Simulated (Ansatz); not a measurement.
The system is CSe2.

```
Se C
1.0
     3.56977   -2.99478    0.00000
     3.56977    2.99478    0.00000
     0.00000    0.00000    9.46265
Se C
4 2
Direct
  0.21242 0.78758 0.87938
  0.78758 0.21242 0.12061
  0.28758 0.71242 0.37938
  0.71242 0.28758 0.62062
  0.00000 0.00000 0.00000
  0.50000 0.50000 0.50000
```

The cell comes from a database or a generator and needn't be the stable form of this composition.

```yaml
Program: Ansatz 0.2.0
Task: relaxation of cell and atoms
Functional: r2SCAN
Dispersion: D4
Potentials_or_basis: Ansatz PAW
Cutoff: "500 eV (not typed: the program's choice for these potentials)"
k_mesh: 6 × 6 × 3
Occupations: fermi-dirac, width 0.05 eV
Spin: no spin polarisation
```

At the start: volume 33.72 Å³/atom.

Problem. How do energy, volume and symmetry change on relaxing?

Solution. It ends after 7 steps and the volume is 29.31 Å³/atom (-13.1 %); space group Cmce (No. 64, to 0.05 Å).

The path:
```
step  energy change (eV)  largest force (eV/Å)  volume (Å³)
   1              0.0000                0.6424       202.32
   2             -0.0472                0.2835       190.43
   3             -0.0716                0.1842       169.17
   4             -0.0770                0.0951       179.49
   5             -0.0797                0.0166       177.34
   6             -0.0806                0.0018       175.84
   7             -0.0793                0.0016       175.84
```

Final structure:
```xyz
6
Lattice="3.3511 -2.9381 0.0000 3.3511 2.9381 0.0000 0.0000 0.0000 8.9299" Properties=species:S:1:pos:R:3 pbc="T T T"
Se    3.3511    1.6660    7.8135
Se    3.3511   -1.6660    1.1164
Se    3.3511    1.2721    3.3485
Se    3.3511   -1.2721    5.5813
C     0.0000    0.0000    0.0000
C     3.3511    0.0000    4.4649
```

Caveat: the plane-wave basis is chosen anew once the cell has moved, so the energies of steps on either side of that aren't comparable; the PAW data sets come from PBE, with cores solved anew for the run's functional, which leaves a small shift of forces and pressure.
